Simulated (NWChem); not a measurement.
**One shape, several levels: C2H9GaS (SMILES [CH3][GaH-]([CH3])[SH2+])**

We compute a comparison of 4 runs (HF/STO-3G, HF/3-21G, B3LYP/6-31G*) of C2H9GaS. 

The results are computed with NWChem 7.3.0.

### Step 1. The system as given

The species is C2H9GaS (13 atoms), meant as a singlet with charge 0. SMILES: `[CH3][GaH-]([CH3])[SH2+]`. The shape is that of a PBE0-D4/def2-TZVP optimisation. This is one conformer, not always the lowest.

Bond lengths: C1–Ga2 1.987 Å, Ga2–C3 1.984 Å, Ga2–S4 2.661 Å, C1–H5 1.093 Å, C1–H6 1.093 Å, C1–H7 1.094 Å, Ga2–H8 1.585 Å, C3–H9 1.094 Å, C3–H10 1.093 Å, C3–H11 1.092 Å, S4–H12 1.344 Å, S4–H13 1.343 Å. Some angles: C1–Ga2–C3 119.3°, C1–Ga2–S4 98.1°, C3–Ga2–S4 96.9°, C1–Ga2–H8 118.5°, C3–Ga2–H8 119.1°, S4–Ga2–H8 92.7°, Ga2–C1–H5 112.4°, Ga2–C1–H6 111.9°, Ga2–C1–H7 109.5°, Ga2–C3–H9 109.4°.

### Step 2. Energy and gradient at HF/STO-3G (run 1)

run.py

```python
from ase import Atoms
from ase.calculators.nwchem import NWChem

system = Atoms(['C', 'Ga', 'C', 'S', 'H', 'H', 'H', 'H', 'H', 'H', 'H', 'H', 'H'], positions=[
    [-0.504600, 1.600500, -0.566300],
    [-0.160200, -0.353200, -0.669600],
    [1.673200, -1.033300, -0.336100],
    [-1.188500, -1.039900, 1.686600],
    [-1.566700, 1.829700, -0.451900],
    [0.043600, 2.067800, 0.256100],
    [-0.169400, 2.080000, -1.491300],
    [-1.187000, -1.260900, -1.465200],
    [2.278600, -0.903200, -1.238300],
    [2.172000, -0.488300, 0.469300],
    [1.678400, -2.097800, -0.092300],
    [-0.685200, -0.021600, 2.404300],
    [-2.363600, -0.414400, 1.509400],
])

calc = NWChem(
    label='job',
    theory='scf',
    memory='2200 mb',
    basis='STO-3G',
    basispar='spherical bse',
    scf={'nopen': '0', 'rhf': None, 'thresh': '1e-08', 'maxiter': '80'},
)
system.calc = calc

forces = system.get_forces()
e = system.get_potential_energy()
print(f"E = {e:.6f} eV")
print("forces (eV/A):")
for s, f in zip(system.symbols, forces):
    print(f"{s:2s} {f[0]:10.5f} {f[1]:10.5f} {f[2]:10.5f}")
print("dipole (e A):", system.get_dipole_moment().round(4))
```

The run is started by

```
export ASE_NWCHEM_COMMAND="nwchem PREFIX.nwi > PREFIX.nwo"
python run.py
```

Output:

```text
E = -64602.717966 eV
forces (eV/A):
C     0.36443   -1.84189   -0.03579
Ga   -0.75832   -0.85998   -0.54672
C    -1.70629    0.74171   -0.37147
S     0.18990    1.04778   -0.79900
H     0.46799    0.06011    0.01265
H    -0.35013   -0.03985   -0.36993
H    -0.18173   -0.18173    0.48275
H     1.95507    1.75776    1.58313
H    -0.20358   -0.10727    0.48218
H    -0.09061   -0.36546   -0.32699
H     0.13015    0.44701   -0.03466
H    -0.11719   -0.38140   -0.16537
H     0.30041   -0.27680    0.08917
dipole (e A): [-0.4004  0.0438  0.7227]
```

The calculator wrote job.nwi:

```
title "job"

permanent_dir job

scratch_dir job

start job

geometry units angstrom nocenter noautosym noautoz
  C  -5.0460000000000005e-01 1.6005000000000000e+00 -5.6630000000000003e-01
  Ga -1.6020000000000001e-01 -3.5320000000000001e-01 -6.6959999999999997e-01
  C  1.6732000000000000e+00 -1.0333000000000001e+00 -3.3610000000000001e-01
  S  -1.1884999999999999e+00 -1.0399000000000000e+00 1.6866000000000001e+00
  H  -1.5667000000000000e+00 1.8297000000000001e+00 -4.5190000000000002e-01
  H  4.3600000000000000e-02 2.0678000000000001e+00 2.5609999999999999e-01
  H  -1.6940000000000000e-01 2.0800000000000001e+00 -1.4913000000000001e+00
  H  -1.1870000000000001e+00 -1.2608999999999999e+00 -1.4652000000000001e+00
  H  2.2786000000000000e+00 -9.0320000000000000e-01 -1.2383000000000000e+00
  H  2.1720000000000002e+00 -4.8830000000000001e-01 4.6929999999999999e-01
  H  1.6783999999999999e+00 -2.0977999999999999e+00 -9.2299999999999993e-02
  H  -6.8520000000000003e-01 -2.1600000000000001e-02 2.4043000000000001e+00
  H  -2.3635999999999999e+00 -4.1439999999999999e-01 1.5094000000000001e+00
end

memory 2200 mb

basis spherical bse noprint
   * library STO-3G
end

scf
  nopen 0
  rhf
  thresh 1e-08
  maxiter 80
end

task scf gradient
```

job.nwo:

```text
Northwest Computational Chemistry Package (NWChem) 7.3.0
             --------------------------------------------------------

           Job information
           ---------------

    nwchem branch   = 7.3.0
    use scalapack   = T
    input           = job.nwi
    prefix          = job.
    data base       = job/job.db
    status          = startup
    nproc           =        1

           Memory information
           ------------------

    heap     =     72089598 doubles =      550.0 Mbytes
    stack    =     72089595 doubles =      550.0 Mbytes
    global   =    144179200 doubles =     1100.0 Mbytes (distinct from heap & stack)
    total    =    288358393 doubles =     2200.0 Mbytes
    verify   = yes
    hardfail = no

[... 140 lines left out ...]
 Convergence threshold     :          1.000E-08
[... 13 lines left out ...]
       Final RHF  results
[... 3 lines left out ...]
      One-electron energy =  -4029.347898146439
[... 1 line left out ...]
 Nuclear repulsion energy =    353.330862565169
[... 52 lines left out ...]
                       ROHF Final Molecular Orbital Analysis
[... 267 lines left out ...]
                         RHF ENERGY GRADIENTS

    atom               coordinates                        gradient
                 x          y          z           x          y          z
   1 C      -0.953556   3.024506  -1.070152   -0.007087   0.035819   0.000696
   2 Ga     -0.302734  -0.667451  -1.265361    0.014747   0.016724   0.010632
   3 C       3.161890  -1.952654  -0.635137    0.033182  -0.014424   0.007224
[... 9 lines of this table left out ...]
  13 H      -4.466556  -0.783102   2.852352   -0.005842   0.005383  -0.001734

                 ----------------------------------------
                 |  Time  |  1-e(secs)   |  2-e(secs)   |
                 ----------------------------------------
                 |  CPU   |       0.00   |       1.34   |
                 ----------------------------------------
                 |  WALL  |       0.00   |       1.34   |
                 ----------------------------------------

 Task  times  cpu:       10.0s     wall:       10.0s
 Total times  cpu:       10.0s     wall:       10.0s
```

Run time: 11 s. Hardware: 1 thread of Intel Xeon Platinum 8488C (Sapphire Rapids), shared host; peak memory 0.1 GiB.

### Step 3. Energy and forces at HF/3-21G (run 2)

c2h9gas.nw

```
start c2h9gas
title "C2H9GaS gradient"
memory stack 880 mb heap 220 mb global 1100 mb

geometry units angstrom noautosym nocenter noautoz
  C    -0.504600    1.600500   -0.566300
  Ga   -0.160200   -0.353200   -0.669600
  C     1.673200   -1.033300   -0.336100
  S    -1.188500   -1.039900    1.686600
  H    -1.566700    1.829700   -0.451900
  H     0.043600    2.067800    0.256100
  H    -0.169400    2.080000   -1.491300
  H    -1.187000   -1.260900   -1.465200
  H     2.278600   -0.903200   -1.238300
  H     2.172000   -0.488300    0.469300
  H     1.678400   -2.097800   -0.092300
  H    -0.685200   -0.021600    2.404300
  H    -2.363600   -0.414400    1.509400
end

basis spherical bse
  * library 3-21G
end

scf
  singlet
  rhf
  thresh 1e-08
  maxiter 80
  print medium
end

task scf gradient
```

The run is started by

```
nwchem c2h9gas.nw > c2h9gas.out
```

Output:

```text
[...]
  functions       =    71
[...]
  wavefunction    = RHF
[...]
         Total SCF energy =  -2389.928240077133
      One-electron energy =  -4034.249112988254
      Two-electron energy =   1290.990010345952
 Nuclear repulsion energy =    353.330862565170
        Time for solution =      5.6s
[...]
                         RHF ENERGY GRADIENTS
    atom               coordinates                        gradient
                 x          y          z           x          y          z
   1 C      -0.953556   3.024506  -1.070152    0.000580  -0.002310  -0.000198
   2 Ga     -0.302734  -0.667451  -1.265361   -0.006343   0.000632   0.005383
   3 C       3.161890  -1.952654  -0.635137   -0.002968  -0.000059   0.001713
   4 S      -2.245939  -1.965126   3.187212    0.003993  -0.003821  -0.006234
   5 H      -2.960634   3.457632  -0.853967   -0.004031  -0.000631   0.000359
   6 H       0.082392   3.907575   0.483959    0.002571   0.000453   0.003455
   7 H      -0.320120   3.930630  -2.818148    0.001599   0.000855  -0.004168
   8 H      -2.243105  -2.382755  -2.768827    0.002814   0.001581   0.003202
   9 H       4.305930  -1.706801  -2.340048    0.000578   0.001048  -0.004192
  10 H       4.104485  -0.922753   0.886848    0.000921   0.002851   0.003091
  11 H       3.171716  -3.964267  -0.174422   -0.000494  -0.004477   0.000584
[...]
```

It took 8.1 s on 1 thread of Intel Xeon Platinum 8488C (Sapphire Rapids), shared host; peak memory 0.1 GiB.

Run 3 isn't shown in full; the table further down has it.

### Step 4. Energy and gradient at B3LYP/6-31G(d) (Cartesian functions) (run 4)

c2h9gas.xyz

```xyz
13
C2H9GaS B3LYP
C     -0.504600     1.600500    -0.566300
Ga    -0.160200    -0.353200    -0.669600
C      1.673200    -1.033300    -0.336100
S     -1.188500    -1.039900     1.686600
H     -1.566700     1.829700    -0.451900
H      0.043600     2.067800     0.256100
H     -0.169400     2.080000    -1.491300
H     -1.187000    -1.260900    -1.465200
H      2.278600    -0.903200    -1.238300
H      2.172000    -0.488300     0.469300
H      1.678400    -2.097800    -0.092300
H     -0.685200    -0.021600     2.404300
H     -2.363600    -0.414400     1.509400
```

run.py

```python
from ase.io import read
from ase.calculators.nwchem import NWChem

system = read('c2h9gas.xyz')

calc = NWChem(
    label='c2h9gas',
    theory='dft',
    memory='2200 mb',
    basis='6-31G*',
    dft={'xc': 'b3lyp', 'mult': '1', 'grid': 'fine', 'convergence': 'energy 1e-08', 'iterations': '100', 'mulliken': None},
)
system.calc = calc

forces = system.get_forces()
print(f"energy = {system.get_potential_energy():.6f} eV")
print("forces (eV/A):")
for s, f in zip(system.symbols, forces):
    print(f"{s:2s} {f[0]:10.5f} {f[1]:10.5f} {f[2]:10.5f}")
print("dipole (e A):", system.get_dipole_moment().round(4))
```

The run is started by

```
export ASE_NWCHEM_COMMAND="nwchem PREFIX.nwi > PREFIX.nwo"
python run.py
```

Output:

```text
energy = -65428.196491 eV
forces (eV/A):
C    -0.01959    0.03754   -0.00242
Ga    0.05440   -0.02643   -0.15776
C     0.04335   -0.01820   -0.02443
S    -0.03872   -0.18512    0.11822
H    -0.11596    0.03615    0.00992
H     0.05065    0.06788    0.07765
H     0.03121    0.04361   -0.08773
H    -0.05703   -0.04391   -0.05420
H     0.07071    0.01003   -0.08629
H     0.06597    0.04726    0.08058
H    -0.00273   -0.10742    0.02581
H     0.09570    0.10187    0.12290
H    -0.17802    0.03672   -0.02232
dipole (e A): [-0.211   0.1917  0.551 ]
```

The calculator wrote c2h9gas.nwi:

```
title "c2h9gas"

permanent_dir c2h9gas

scratch_dir c2h9gas

start c2h9gas

geometry units angstrom nocenter noautosym noautoz
  C  -5.0460000000000005e-01 1.6005000000000000e+00 -5.6630000000000003e-01
  Ga -1.6020000000000001e-01 -3.5320000000000001e-01 -6.6959999999999997e-01
  C  1.6732000000000000e+00 -1.0333000000000001e+00 -3.3610000000000001e-01
  S  -1.1884999999999999e+00 -1.0399000000000000e+00 1.6866000000000001e+00
  H  -1.5667000000000000e+00 1.8297000000000001e+00 -4.5190000000000002e-01
  H  4.3600000000000000e-02 2.0678000000000001e+00 2.5609999999999999e-01
  H  -1.6940000000000000e-01 2.0800000000000001e+00 -1.4913000000000001e+00
  H  -1.1870000000000001e+00 -1.2608999999999999e+00 -1.4652000000000001e+00
  H  2.2786000000000000e+00 -9.0320000000000000e-01 -1.2383000000000000e+00
  H  2.1720000000000002e+00 -4.8830000000000001e-01 4.6929999999999999e-01
  H  1.6783999999999999e+00 -2.0977999999999999e+00 -9.2299999999999993e-02
  H  -6.8520000000000003e-01 -2.1600000000000001e-02 2.4043000000000001e+00
  H  -2.3635999999999999e+00 -4.1439999999999999e-01 1.5094000000000001e+00
end

memory 2200 mb

basis noprint
   * library 6-31G*
end

dft
  xc b3lyp
  mult 1
  grid fine
  convergence energy 1e-08
  iterations 100
  mulliken
end

task dft gradient
```

c2h9gas.nwo:

```text
Northwest Computational Chemistry Package (NWChem) 7.3.0
             --------------------------------------------------------

           Job information
           ---------------

    nwchem branch   = 7.3.0
    use scalapack   = T
    input           = c2h9gas.nwi
    prefix          = c2h9gas.
    data base       = c2h9gas/c2h9gas.db
    status          = startup
    nproc           =        1

           Memory information
           ------------------

    heap     =     72089598 doubles =      550.0 Mbytes
    stack    =     72089595 doubles =      550.0 Mbytes
    global   =    144179200 doubles =     1100.0 Mbytes (distinct from heap & stack)
    total    =    288358393 doubles =     2200.0 Mbytes
    verify   = yes
    hardfail = no

[... 111 lines left out ...]
  convergence criterion.
[... 41 lines left out ...]
          Spatial weights used:  Erf1
[... 74 lines left out ...]
         Total DFT energy =    -2404.441891807034
[... 3 lines left out ...]
 Nuclear repulsion energy =      353.330862565169
[... 784 lines left out ...]
          Convergence on gradient requested:  5.00D-04
[... 28 lines left out ...]
          total energy or number of iterations.
[... 26 lines left out ...]
                         DFT ENERGY GRADIENTS

    atom               coordinates                        gradient
                 x          y          z           x          y          z
   1 C      -0.953556   3.024506  -1.070152    0.000381  -0.000730   0.000047
   2 Ga     -0.302734  -0.667451  -1.265361   -0.001058   0.000514   0.003068
   3 C       3.161890  -1.952654  -0.635137   -0.000843   0.000354   0.000475
[... 9 lines of this table left out ...]
  13 H      -4.466556  -0.783102   2.852352    0.003462  -0.000714   0.000434

                 ----------------------------------------
                 |  Time  |  1-e(secs)   |  2-e(secs)   |
                 ----------------------------------------
                 |  CPU   |       0.01   |       9.64   |
                 ----------------------------------------
                 |  WALL  |       0.01   |       9.64   |
                 ----------------------------------------

 Task  times  cpu:       50.2s     wall:       50.2s
 Total times  cpu:       50.2s     wall:       50.2s
```

Run time: 51 s. Hardware: 1 thread of Intel Xeon Platinum 8488C (Sapphire Rapids), shared host; peak memory 0.13 GiB.

### Step 5. The series

```tsv
run	level	iteration cap	module	energy (Eh)	dipole moment (D)	HOMO energy (eV)	LUMO energy (eV)	wall time
1	HF/STO-3G	80	scf	-2374.106115	3.97	-5.68	8.13	11 s
2	HF/3-21G	80	scf	-2389.928240	3.03	-10.03	3.37	8.1 s
3	B3LYP/6-31G* (spherical functions)	100	dft	-2404.432851	2.98	-6.74	-0.29	46 s
4	B3LYP/6-31G* (Cartesian functions)	100	dft	-2404.441892	2.98	-6.74	-0.29	51 s
```

### Step 6. Outcome

```
                       quantity           value
            run 4: total energy  -2404.44189 Eh
           run 4: dipole moment          2.98 D
             run 4: HOMO energy        -6.74 eV
             run 4: LUMO energy        -0.29 eV
           run 4: HOMO–LUMO gap         6.45 eV
run 4: largest force on an atom      0.223 eV/Å
```

The dipole moment (its size) runs from 2.98 D (B3LYP/6-31G*) to 3.97 D (HF/STO-3G). The two ends differ in method and basis. The HOMO–LUMO gap runs from 6.45 eV (B3LYP/6-31G*) to 13.81 eV (HF/STO-3G). In run 1 the basis is minimal, so the values are rough. All runs together took 1.9 min, the longest 51 s.
